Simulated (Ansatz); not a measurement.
# HPbNO4 (P1) in Ansatz: notebook, part 2 of 2

Ansatz 0.2.0. Earlier steps stand in the parts before.

**3. Band structure, PBE, spin-orbit coupling, no magnetisation**

input.yaml reads:

```yaml
crystal:
  lattice:
    - [4.27531, -0.0004, 0.00636]
    - [-2.08399, 5.20775, -0.04907]
    - [-2.12377, -1.86574, 4.91491]
  atoms:
    - { symbol: H, position: [0.99073, 0.0333, 0.90994] }
    - { symbol: Pb, position: [0.50274, 0.81989, 0.14287] }
    - { symbol: "N", position: [0.00838, 0.47408, 0.50265] }
    - { symbol: O, position: [0.99816, 0.92741, 0.02877] }
    - { symbol: O, position: [0.19467, 0.73435, 0.60852] }
    - { symbol: O, position: [0.81673, 0.35882, 0.24556] }
    - { symbol: O, position: [0.01381, 0.33121, 0.65217] }
kpoints:
  mp_grid: { grid: [5, 4, 4] }
  band_path:
    path: [[0.0, 0.5, 0.0], [0.0, 0.0, 0.0], [0.0, 0.0, -0.5]]
    npoints: 12
scf:
  occupations: { method: fermi_dirac, width: 0.05 }
hamiltonian:
  xc: pbe
  pseudopotentials: { kind: all_electron, lapw: { basis_error: 0.002 } }
magnetization:
  noncollinear: true
  spin_orbit: true
output:
  forces: true
  stress: true
  eigenvalues: true
```

Potentials or basis: all-electron LAPW, relativistic spinors.

Started as:

```
ansatz run input.yaml --threads 8 --pin off --max-ram 24576MiB --backend cpu --events-out ev --progress --plain --runs-dir out
```

Output:

```text
Warning: RAYON_NUM_THREADS=8 ignored (pool sized by the plan → 8); use --threads N
LAPW: plane waves up to 13.932 Å⁻¹, error target 2.0e-3 eV per atom; Dirac's equation on spinors; H in spheres of 0.333 Å, 1 of its electrons in bands; N in spheres of 0.624 Å, 7 of its electrons in bands; O in spheres of 0.639 Å, 8 of its electrons in bands; Pb in spheres of 0.885 Å, 54 of its electrons in bands (how accurate: hamiltonian.pseudopotentials.lapw.basis_error, Limitations)
Engine: ansatz 0.2.0, x86_64-unknown-linux-gnu
Pseudopotentials: kind: all_electron
Pseudopotential: H, LAPW, valence charge 1, lapw/all_electron/dirac/gaussian/H, Dirac's equation, gaussian nucleus
Pseudopotential: Pb, LAPW, valence charge 54, lapw/all_electron/dirac/gaussian/Pb, Dirac's equation, gaussian nucleus
Pseudopotential: N, LAPW, valence charge 7, lapw/all_electron/dirac/gaussian/N, Dirac's equation, gaussian nucleus
Pseudopotential: O, LAPW, valence charge 8, lapw/all_electron/dirac/gaussian/O, Dirac's equation, gaussian nucleus
Functional definition: PBE
  parameter kappa = 0.804
  parameter beta = 0.06672455060314922
  exchange = pbe_x(kappa = kappa, mu = beta*pi^2/3)
  correlation = pbe_c(beta = beta)
[... 47 lines left out ...]
--- Per-component energies (eV) ---
  E_band       = -16938.253820
  E_kinetic    = 671701.862738
  E_xc         = -11742.094461
  E_electrostatic = -1238992.467077  (all electrons and nuclei)
  E_smearing   = -0.000000  (= −TS)
  E_closure    = 0.000000  (closes the sum)
  E_atoms      = -578992.184273  (free atoms, spherical and without spin; not in F)
  Σ components = -579032.698800   (vs F -579032.698800, Δ=0.00e0)
  Basis errors (estimates in eV, not in F): energy 1.2e-3 per atom: plane waves 1.1e-3 (6.8e-4 summed), levels above the bands 1.1e-94, relativity 7.3e-8, radial functions 8.9e-5, core shells 6.3e-10; eigenvalues (radial functions only) 1.1e-5; not estimated: angular momenta, meshes, grids; target (lapw.basis_error) 2.0e-3; muffin-tin radii H 0.333 Å, N 0.624 Å, O 0.639 Å, Pb 0.885 Å
--- Forces (eV/Å), atoms counted from 1 ---
  atom   1  H     -0.00019736    -0.00309944     0.00168989
  atom   2  Pb     0.00164172     0.03882854    -0.02924726
  atom   3  N     -0.00210396    -0.03375789     0.02043557
  atom   4  O     -0.00142770    -0.01814549     0.01213769
  atom   5  O     -0.00109221    -0.03738148    -0.01752028
  atom   6  O      0.00255176     0.00573980     0.04291894
  atom   7  O      0.00062855     0.04781615    -0.03041309
  max |Σ_I F_I| component: 1.47e-6 eV/Å
--- Stress (GPa, compression-positive) ---
       -0.181206      -0.006034       0.000707
       -0.006034      -0.168120      -0.025143
        0.000707      -0.025143      -0.150028
  P = ⅓ Tr σ = -0.1665 GPa (-1.665 kbar)
--- Band table (eV; the first three rows and the last of 42) ---
  k-point 0: bands = ["-843.8156", "-843.8156", "-722.3993", "-722.3993", "-602.8516", "-602.8516", "-602.8342", "-602.8342", "-502.2218", "-502.2218", "-502.2086", "-502.2086", "-502.1774", "-502.1774", "-500.3133", "-500.3133", "-404.4632", "-404.4632", "-404.4454", "-404.4454", "-382.1484", "-382.1484", "-382.1381", "-382.1381", "-382.1241", "-382.1241", "-378.4769", "-378.4769", "-133.7220", "-133.7220", "-125.3696", "-125.3696", "-125.3582", "-125.3582", "-125.3436", "-125.3436", "-120.3406", "-120.3406", "-120.3315", "-120.3315", "-120.3228", "-120.3228", "-120.3105", "-120.3105", "-92.2793", "-92.2793", "-69.9983", "-69.9983", "-69.9259", "-69.9259", "-22.1987", "-22.1987", "-16.7164", "-16.7164", "-16.6906", "-16.6906", "-14.0322", "-14.0322", "-12.8999", "-12.8999", "-12.7063", "-12.7063", "-10.3424", "-10.3424", "-10.2961", "-10.2961", "-10.2026", "-10.2026", "-6.2719", "-6.2719", "-4.1633", "-4.1633", "-3.8736", "-3.8736", "-3.7528", "-3.7528", "-2.4394", "-2.4394", "0.4449", "0.4449", "0.5289", "0.5289", "1.1774", "1.1774", "1.4372", "1.4372", "1.7156", "1.7156", "1.7288", "1.7288", "2.7792", "2.7792", "3.3386", "3.3386", "7.1225", "7.1225", "7.7210", "7.7210", "9.1144", "9.1144", "9.7898", "9.7898", "11.2757", "11.2757", "12.6821", "12.6821", "13.8356", "13.8356", "14.5520", "14.5520", "14.8915", "14.8915", "16.1965", "16.1965"]
  k-point 1: bands = ["-843.8156", "-843.8156", "-722.3993", "-722.3993", "-602.8516", "-602.8516", "-602.8342", "-602.8342", "-502.2218", "-502.2218", "-502.2086", "-502.2086", "-502.1774", "-502.1774", "-500.3133", "-500.3133", "-404.4632", "-404.4632", "-404.4454", "-404.4454", "-382.1484", "-382.1484", "-382.1381", "-382.1381", "-382.1241", "-382.1241", "-378.4769", "-378.4769", "-133.7220", "-133.7220", "-125.3696", "-125.3696", "-125.3582", "-125.3582", "-125.3436", "-125.3436", "-120.3406", "-120.3406", "-120.3315", "-120.3315", "-120.3228", "-120.3228", "-120.3105", "-120.3105", "-92.2793", "-92.2793", "-69.9983", "-69.9983", "-69.9259", "-69.9259", "-22.1966", "-22.1965", "-16.7252", "-16.7252", "-16.6902", "-16.6896", "-14.0293", "-14.0286", "-12.9093", "-12.9049", "-12.7025", "-12.6995", "-10.3580", "-10.3513", "-10.2984", "-10.2973", "-10.1944", "-10.1940", "-6.1792", "-6.1775", "-4.1669", "-4.1659", "-3.8737", "-3.8705", "-3.7496", "-3.7487", "-2.6761", "-2.6740", "0.0699", "0.0705", "0.7798", "0.8106", "1.1728", "1.1829", "1.6848", "1.7399", "1.7474", "1.7538", "1.9950", "1.9993", "2.7409", "2.7624", "3.1805", "3.1982", "7.0495", "7.0527", "7.5166", "7.5890", "8.7941", "8.9144", "10.2655", "10.5805", "11.2756", "11.3678", "12.3759", "12.4072", "13.5684", "13.6019", "14.7521", "14.7866", "15.2306", "15.3864", "15.7290", "15.7322"]
  k-point 2: bands = ["-843.8156", "-843.8156", "-722.3993", "-722.3993", "-602.8516", "-602.8516", "-602.8342", "-602.8342", "-502.2218", "-502.2218", "-502.2086", "-502.2086", "-502.1774", "-502.1774", "-500.3133", "-500.3133", "-404.4632", "-404.4632", "-404.4454", "-404.4454", "-382.1484", "-382.1484", "-382.1381", "-382.1381", "-382.1241", "-382.1241", "-378.4769", "-378.4769", "-133.7220", "-133.7220", "-125.3696", "-125.3696", "-125.3582", "-125.3582", "-125.3436", "-125.3436", "-120.3406", "-120.3406", "-120.3315", "-120.3315", "-120.3228", "-120.3228", "-120.3105", "-120.3105", "-92.2793", "-92.2793", "-69.9983", "-69.9983", "-69.9259", "-69.9259", "-22.1944", "-22.1944", "-16.7338", "-16.7338", "-16.6893", "-16.6893", "-14.0257", "-14.0257", "-12.9141", "-12.9141", "-12.6958", "-12.6958", "-10.3663", "-10.3663", "-10.2993", "-10.2993", "-10.1866", "-10.1866", "-6.0770", "-6.0770", "-4.1694", "-4.1694", "-3.8809", "-3.8809", "-3.7202", "-3.7202", "-2.9243", "-2.9243", "-0.0382", "-0.0382", "0.8312", "0.8312", "1.0501", "1.0501", "1.7880", "1.7880", "2.1277", "2.1277", "2.2857", "2.2857", "2.8184", "2.8184", "2.8923", "2.8923", "6.9774", "6.9774", "7.3424", "7.3424", "8.7908", "8.7908", "10.9282", "10.9282", "11.4464", "11.4464", "11.9829", "11.9829", "13.6001", "13.6001", "14.1003", "14.1003", "15.6527", "15.6527", "15.9790", "15.9790"]
  k-point 41: bands = ["-843.8156", "-843.8156", "-722.3993", "-722.3993", "-602.8516", "-602.8516", "-602.8342", "-602.8342", "-502.2218", "-502.2218", "-502.2086", "-502.2086", "-502.1774", "-502.1774", "-500.3133", "-500.3133", "-404.4632", "-404.4632", "-404.4454", "-404.4454", "-382.1484", "-382.1484", "-382.1381", "-382.1381", "-382.1241", "-382.1241", "-378.4769", "-378.4769", "-133.7220", "-133.7220", "-125.3696", "-125.3696", "-125.3582", "-125.3582", "-125.3436", "-125.3436", "-120.3406", "-120.3406", "-120.3315", "-120.3315", "-120.3228", "-120.3228", "-120.3105", "-120.3105", "-92.2793", "-92.2793", "-69.9983", "-69.9983", "-69.9260", "-69.9260", "-22.1928", "-22.1927", "-16.7141", "-16.7139", "-16.6916", "-16.6913", "-13.9893", "-13.9265", "-12.9086", "-12.8891", "-12.7659", "-12.6224", "-10.3555", "-10.3496", "-10.2923", "-10.2772", "-10.1976", "-10.1229", "-6.2610", "-6.2554", "-4.2991", "-4.2985", "-3.9761", "-3.9737", "-3.7225", "-3.7214", "-2.4689", "-2.4647", "-1.3100", "-1.2894", "0.7067", "0.7257", "1.3444", "1.3673", "1.4198", "1.4222", "1.5987", "1.6022", "2.8976", "2.9225", "3.2628", "3.2771", "3.3338", "3.4353", "6.8397", "6.8429", "7.6705", "8.2731", "9.2121", "9.4590", "9.6966", "9.8012", "11.4214", "11.4946", "13.1119", "13.1233", "13.7048", "13.8602", "14.1685", "14.3052", "15.1969", "15.2493", "15.4896", "15.5184"]
```

Run time: 2.5 min. Hardware: 8 threads of AMD EPYC 9R45 (Zen 5), shared host; peak memory 5.3 GiB.

Results:

```yaml
Free_energy: -579032.6988 eV
Pressure: -0.2 GPa
Largest_force: 0.057 eV/Å
Band_gap_on_the_k_mesh: 2.86 eV, indirect (least direct gap 3.07 eV)
Band_gap_along_the_path: 3.63 eV, indirect (least direct gap 3.78 eV)
```

Forces in eV/Å, atoms in the order of the input:
```
H    0.000 -0.003  0.002
Pb   0.002  0.039 -0.029
N   -0.002 -0.034  0.020
O   -0.001 -0.018  0.012
O   -0.001 -0.037 -0.018
O    0.003  0.006  0.043
O    0.001  0.048 -0.030
```

Levels at the corners of the path, in eV from the valence-band top:
| point | band 91 | band 92 | band 93 | band 94 | band 95 | band 96 | band 97 | band 98 |
| --- | --- | --- | --- | --- | --- | --- | --- | --- |
| X | -0.55 | -0.55 | -0.42 | -0.42 | 3.63 | 3.63 | 4.06 | 4.06 |
| Γ | -0.56 | -0.56 | 0.00 | 0.00 | 3.78 | 3.78 | 4.38 | 4.38 |
| Y | -0.52 | -0.52 | -0.45 | -0.45 | 3.64 | 3.64 | 4.00 | 4.00 |
